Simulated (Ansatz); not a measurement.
# CH4ClFOSn: a ladder of functionals and wavefunction methods

The task here is to estimate one member of a computed series from the others.

The runs use Ansatz 0.2.0, Gaussian basis; functionals in def2-TZVPP, the program's frozen cores in correlated methods.

Plan: LDA (SPW92), PBE-D4, revPBE-D4, BLYP-D4, r2SCAN-D4, B97M-V, PBE0-D4, B3LYP-D4, r2SCANh-D4, r2SCAN0-D4, HSE06-D4, BHLYP-D4, CAM-B3LYP-D4, LC-ωPBE, ωB97X-V, ωB97M-V, B2PLYP, PBE-QIDH; CCSD(T)/def2-SVP; CCSD(T)/def2-TZVPP; MP2/def2-QZVPP; extrapolation to the limit; RPA on PBE.

**The geometry**

The geometry comes from an earlier relaxation with PBE0-D4 in a triple-zeta def2 set; it is a stationary point, not always the lowest conformer. Sn takes the def2 core potential; no spin-orbit term is included.

SMILES `[CH3][Sn]([OH])([F])[Cl]`, 9 atoms, charge 0, spin multiplicity 1.

Atoms are counted from 1 here; the program's logs count them from 0.

Bond lengths: C1–Sn2 2.106 Å, C1–H6 1.089 Å, C1–H7 1.089 Å, C1–H8 1.089 Å, Sn2–O3 1.940 Å, Sn2–F4 1.914 Å, Sn2–Cl5 2.313 Å, O3–H9 0.961 Å. Angles: Sn2–C1–H6 109.1°, Sn2–C1–H7 108.5°, Sn2–C1–H8 108.4°, H6–C1–H7 110.3°, H6–C1–H8 110.3°, H7–C1–H8 110.3°, C1–Sn2–O3 111.9°, C1–Sn2–F4 110.8°, C1–Sn2–Cl5 115.5°, O3–Sn2–F4 105.9°, O3–Sn2–Cl5 108.6°, F4–Sn2–Cl5 103.4°, Sn2–O3–H9 113.8°.

The first run:

The input, in.yaml:

```yaml
crystal:
  periodic: [false, false, false]
  atoms:
    - {symbol: C, position_ang: [-1.481627, 0.001175, -0.285121]}
    - {symbol: Sn, position_ang: [0.614120, 0.111453, -0.108862]}
    - {symbol: O, position_ang: [1.263606, -0.874023, 1.430429]}
    - {symbol: F, position_ang: [1.465627, -0.674298, -1.632581]}
    - {symbol: Cl, position_ang: [1.497847, 2.248378, -0.042747]}
    - {symbol: H, position_ang: [-1.921608, 0.911445, 0.118326]}
    - {symbol: H, position_ang: [-1.733732, -0.104556, -1.339031]}
    - {symbol: H, position_ang: [-1.827700, -0.866229, 0.275312]}
    - {symbol: H, position_ang: [2.211967, -0.799646, 1.567075]}
basis:
  gaussian: {orbitals: def2-TZVPP}
hamiltonian: {xc: lda}
output: {orbitals: {seedname: orbitals}}
```

Among the steps run: LDA; PBE-D4 (GGA); revPBE-D4 (GGA); BLYP-D4 (GGA); r2SCAN-D4 (meta-GGA); B97M-V (meta-GGA); PBE0-D4 (hybrid); B3LYP-D4 (hybrid); r2SCANh-D4 (hybrid); r2SCAN0-D4 (hybrid); HSE06-D4 (hybrid); BHLYP-D4 (hybrid); CAM-B3LYP-D4 (range-separated); LC-ωPBE-D4 (range-separated; the results give it without D4); ωB97X-V (range-separated); ωB97M-V (range-separated); B2PLYP (double hybrid); PBE-QIDH (double hybrid).

One of the session's tables, all rows but one given; the rest of the session is left out.

It belongs to the step «Orbital energies across the functionals». 

| functional | HOMO (eV) | LUMO (eV) | gap (eV) |
| --- | --- | --- | --- |
| LDA (SPW92) | -7.73 | -2.73 | 5.00 |
| PBE-D4 | -7.52 | -2.41 | 5.11 |
| revPBE-D4 | -7.45 | -2.29 | 5.16 |
| BLYP-D4 | -7.40 | -2.38 | 5.02 |
| r2SCAN-D4 | -7.93 | -2.14 | 5.78 |
| B97M-V | -8.01 | -2.15 | 5.86 |
| PBE0-D4 | -9.15 | -1.45 | 7.70 |
| B3LYP-D4 | ? | ? | ? |
| r2SCANh-D4 | -8.54 | -1.80 | 6.75 |
| r2SCAN0-D4 | -9.40 | -1.28 | 8.12 |
| HSE06-D4 | -8.74 | -1.82 | 6.92 |
| BHLYP-D4 | -10.44 | -0.49 | 9.95 |
| CAM-B3LYP-D4 | -10.54 | -0.47 | 10.07 |
| LC-ωPBE | -11.96 | 0.87 | 12.83 |
| ωB97X-V | -11.57 | 0.71 | 12.28 |
| ωB97M-V | -11.43 | 0.53 | 11.96 |

Q: Estimate the row for B3LYP-D4 from the others.

Worked estimate for «HOMO (eV)». Against the share of exact exchange, BLYP-D4 (0, -7.40), BHLYP-D4 (0.5, -10.44) give a slope of -6.08 per unit share; at 0.2 the line stands at -8.62.

**Answer.** HOMO (eV): -8.86; LUMO (eV): -1.79; gap (eV): 7.07. In «HOMO (eV)» the line misses by +0.24.
